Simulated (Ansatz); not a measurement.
# GeSbTe3: the cost of one run

Program: Ansatz 0.2.0. Level of theory: DFT PBEsol, scalar-relativistic, plane waves, PAW. These are calculated values, not measurements.

**1. The starting structure**

The structure is trigonal, space group R3m (No. 160). Conventional cell: a = 4.207 Å, b = 4.207 Å, c = 29.614 Å, α = 90.00°, β = 90.00°, γ = 120.00°. Around Ge (site symmetry 3m) lie 6 Te at 2.86 to 3.14 Å. Sb (site symmetry 3m) is surrounded by 6 Te at 3.04 to 3.12 Å. Around Te (site symmetry 3m) lie 3 Sb at 3.12 Å and 3 Ge at 3.14 Å. Te (site symmetry 3m) has 3 Sb at 3.04 Å in its first shell of neighbours. Te (site symmetry 3m) is surrounded by 3 Ge at 2.86 Å.

As a file:

```cif
data_structure
_symmetry_space_group_name_H-M 'R3m:H'
_symmetry_Int_Tables_number 160
_cell_length_a 4.2070
_cell_length_b 4.2070
_cell_length_c 29.6144
_cell_angle_alpha 90.000
_cell_angle_beta 90.000
_cell_angle_gamma 120.000
_cell_volume 453.91
loop_
_atom_site_label
_atom_site_type_symbol
_atom_site_symmetry_multiplicity
_atom_site_Wyckoff_symbol
_atom_site_fract_x
_atom_site_fract_y
_atom_site_fract_z
_atom_site_occupancy
Ge1 Ge 3 a 0.33333 0.66667 0.26449 1
Sb1 Sb 3 a 0.33333 0.66667 0.06437 1
Te1 Te 3 a 0.66667 0.33333 0.33169 1
Te2 Te 3 a 0.66667 0.33333 0.12591 1
Te3 Te 3 a 0.00000 0.00000 0.21354 1
```

The structure comes from the Materials Project (structure only).

(A quick probe on a coarse mesh, which set the mesh and smearing, is not shown.)

**3. Relaxing cell and atoms**

input.yaml reads:

```yaml
crystal:
  lattice:
    - [2.1034800504, 1.2144447733, 9.8714625907]
    - [-2.1034800504, 1.2144447733, 9.8714625907]
    - [0.0, -2.4288895466, 9.8714625907]
  atoms:
    - { symbol: Ge, position: [0.597823, 0.597823, 0.597823] }
    - { symbol: Sb, position: [0.3977, 0.3977, 0.3977] }
    - { symbol: Te, position: [0.99836, 0.99836, 0.99836] }
    - { symbol: Te, position: [0.792575, 0.792575, 0.792575] }
    - { symbol: Te, position: [0.213543, 0.213543, 0.213543] }
basis:
  ecutwfc: 420
kpoints:
  mp_grid: { grid: [12, 12, 12] }
hamiltonian:
  xc: pbesol
  pseudopotentials: { kind: paw, azcp: { folder: soft_1 } }
scf:
  occupations: { method: gaussian, width: 0.1 }
output:
  forces: true
  stress: true
  eigenvalues: true
  write_density: true
  write_potential: true
  elf: true
  volumetric_format: npy
relax:
  adjacent_minimum: "off"
  f_tol: 0.005
  max_steps: 80
  cell: { stress_tol: 0.05 }
```

Run with:

```console
> ansatz run input.yaml --threads 2 --pin off --max-ram 4096MiB --backend cpu --events-out ev --progress --plain --runs-dir out
```

**Question.** How long does this run take on 2 threads of Arm Neoverse N1, shared host, and how much memory does it need?

About 21 min, with a peak of 1.1 GiB.
